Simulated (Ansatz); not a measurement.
# CaPd: elastic constants

Aim: the elastic tensor from the stress of slightly strained cells, and the moduli that follow. Runs: cell and atoms relaxed (PAW); reference run (PAW); cell relaxed at 20 GPa (PAW); at 20 GPa (PAW).

Computed with Ansatz 0.2.0 (DFT PBEsol, frozen-core PAW, scalar-relativistic unless said, unless a step's input says otherwise).

1 further run of the same task is left out (it didn't finish).

## (1) The structure to begin with

The structure is cubic, space group Pm-3m (No. 221). The conventional cell has a = 3.506 Å, b = 3.506 Å, c = 3.506 Å, α = 90.00°, β = 90.00°, γ = 90.00°. Around Ca (site symmetry m-3m) lie 8 Pd at 3.04 Å. Pd (site symmetry m-3m) is surrounded by 8 Ca at 3.04 Å.

As a file:

```
Ca Pd
1.0
     3.50569    0.00000    0.00000
     0.00000    3.50569    0.00000
     0.00000    0.00000    3.50569
Ca Pd
1 1
Direct
  0.00000 0.00000 0.00000
  0.50000 0.50000 0.50000
```

Cartesian axes are those of the input's lattice vectors. The structure goes back to a database entry.

## (2) Cell and atoms relaxed, PAW

File input.yaml:

```yaml
crystal:
  lattice:
    - [3.50568548, 0.0, 0.0]
    - [0.0, 3.50568548, 0.0]
    - [0.0, 0.0, 3.50568548]
  atoms:
    - { symbol: Ca, position: [0.0, 0.0, 0.0] }
    - { symbol: Pd, position: [0.5, 0.5, 0.5] }
kpoints:
  mp_grid: { grid: [12, 12, 12] }
scf:
  occupations: { method: fermi_dirac, width: 0.08 }
hamiltonian:
  xc: pbesol
  pseudopotentials: { kind: paw }
relax:
  f_tol: 0.002
  max_steps: 80
  cell: {}
output:
  forces: true
  stress: true
```

Launch:

```bash
> ansatz run input.yaml --threads 1 --pin off --max-ram 2048MiB --backend cpu --events-out ev --progress --plain --runs-dir out
```

## (3) Reference run, PAW

File input.yaml:

```yaml
crystal:
  lattice:
    - [3.46876840717, 0.0, 0.0]
    - [0.0, 3.46876840717, 0.0]
    - [0.0, 0.0, 3.46876840717]
  atoms:
    - { symbol: Ca, position: [0.0, 0.0, 0.0] }
    - { symbol: Pd, position: [0.5, 0.5, 0.5] }
kpoints:
  mp_grid: { grid: [12, 12, 12] }
scf:
  occupations: { method: fermi_dirac, width: 0.08 }
hamiltonian:
  xc: pbesol
  pseudopotentials: { kind: paw }
elastic:
  mode: relaxed_ion
  stencil: four_point
  amplitude: 0.008
```

## (4) Cell relaxed at 20 GPa, PAW

input.yaml, as its differences from that of step 3:

```diff
@@ -15,5 +15,12 @@
   pseudopotentials: { kind: paw }
-elastic:
-  mode: relaxed_ion
-  stencil: four_point
-  amplitude: 0.008
+relax:
+  f_tol: 0.002
+  max_steps: 80
+  cell: { p_target: 20 }
+output:
+  forces: true
+  stress: true
+  write_density: true
+  write_potential: true
+  elf: true
+  volumetric_format: npy
```

## (5) At 20 GPa, PAW

File input.yaml:

```yaml
crystal:
  lattice:
    - [3.24200494123, 0.0, 0.0]
    - [0.0, 3.24200494123, 0.0]
    - [0.0, 0.0, 3.24200494123]
  atoms:
    - { symbol: Ca, position: [0.0, 0.0, 0.0] }
    - { symbol: Pd, position: [0.5, 0.5, 0.5] }
kpoints:
  mp_grid: { grid: [12, 12, 12] }
scf:
  occupations: { method: fermi_dirac, width: 0.08 }
hamiltonian:
  xc: pbesol
  pseudopotentials: { kind: paw }
elastic:
  mode: relaxed_ion
  stencil: four_point
  amplitude: 0.008
```

(Steps that only read results are left out.)

**Question.** What will these runs give? Wanted: C11; C12; C44; bulk, shear and Young's modulus; Debye temperature from sound speeds; universal anisotropy index.

The runs gave:

| quantity | value |
| --- | --- |
| C11 (PAW) | 90 GPa |
| C12 (PAW) | 50 GPa |
| C44 (PAW) | 31 GPa |
| bulk, shear and Young's modulus | 64, 26, 68 GPa |
| Debye temperature from sound speeds | 254 K |
| universal anisotropy index | 0.22 |

In words: All eigenvalues are positive, so the crystal is mechanically stable; by PAW K = 64 and G = 26 GPa, K/G = 2.46, on the ductile side of Pugh's rough line at 1.75, which was drawn for metals. Young's modulus runs from 54 to 79 GPa with direction. Cautions: frozen-core PAW files fitted under PBE, their cores solved anew for the functional of the run; responses of metals move with mesh and smearing.
